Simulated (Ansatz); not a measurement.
# Li5Mg: the cost of one run

Computed with Ansatz 0.2.0 through its Python package. The levels of theory stand in the script.

### 1 The structure

The structure is hexagonal, space group P-62m (No. 189). The conventional cell has a = 5.274 Å, b = 5.274 Å, c = 5.053 Å, α = 90.00°, β = 90.00°, γ = 120.00°. Li (site symmetry m2m) is surrounded by 10 Li at 3.04 to 3.08 Å and 2 Mg at 3.07 Å. Li (site symmetry -6) has 3 Mg at 3.05 Å and 9 Li at 3.05 to 3.08 Å as nearest neighbours. Mg (site symmetry -62m) has 12 Li at 3.05 to 3.07 Å as nearest neighbours.

No structure file is read: the coordinates are typed or built in the script.

### 2 The code

Input file xc.py:

```python
# -*- coding: utf-8 -*-
"""One structure of Li5Mg under several functionals."""

import ansatz as az
from tabulate import tabulate

params = {
    "occupations": "cold",
    "sigma": 0.1,
    "kmesh": (5, 5, 4),
}


def main():
    lattice = az.Lattice.of(
        [5.27413, 0.0, 0.0],
        [-2.63706, 4.56753, 0.0],
        [0.0, 0.0, 5.0532],
    )
    sites = [
        ("Li", [0.33225, 0.0, 0.0]),
        ("Li", [2 / 3, 1 / 3, 0.5]),
        ("Li", [0.66775, 0.66775, 0.0]),
        ("Li", [1 / 3, 2 / 3, 0.5]),
        ("Li", [0.0, 0.33225, 0.0]),
        ("Mg", [0.0, 0.0, 0.5]),
    ]
    system = az.Crystal(lattice=lattice)
    for symbol, position in sites:
        system = system.atom(symbol, position)

    calc = system.calculation()
    calc = calc.occupations(params["occupations"], width=params["sigma"])
    calc = calc.kpoints(*params["kmesh"])
    calc = calc.stress()

    rows = []
    for value in ["blyp", "r2scan", "lda"]:
        data = calc.functional(value).run(threads=1).report
        rows.append((value, data["free_energy_ev"] / len(data["lattice"]["sites"]), data["n_iterations"], sum(data["stress_gpa"][i][i] for i in range(3)) / 3, data["n_kpoints"]))

    print(tabulate(rows, headers=["functional", "F/atom (eV)", "iterations", "P (GPa)", "k-points"], floatfmt=".4f", tablefmt="grid"))


if __name__ == "__main__":
    main()
```

### 3 The run

Started as:

```bash
$ python xc.py
```

What time and memory should one allow on 1 thread of Arm Neoverse N1, shared host?

About 23 s, with a peak of 0.63 GiB.
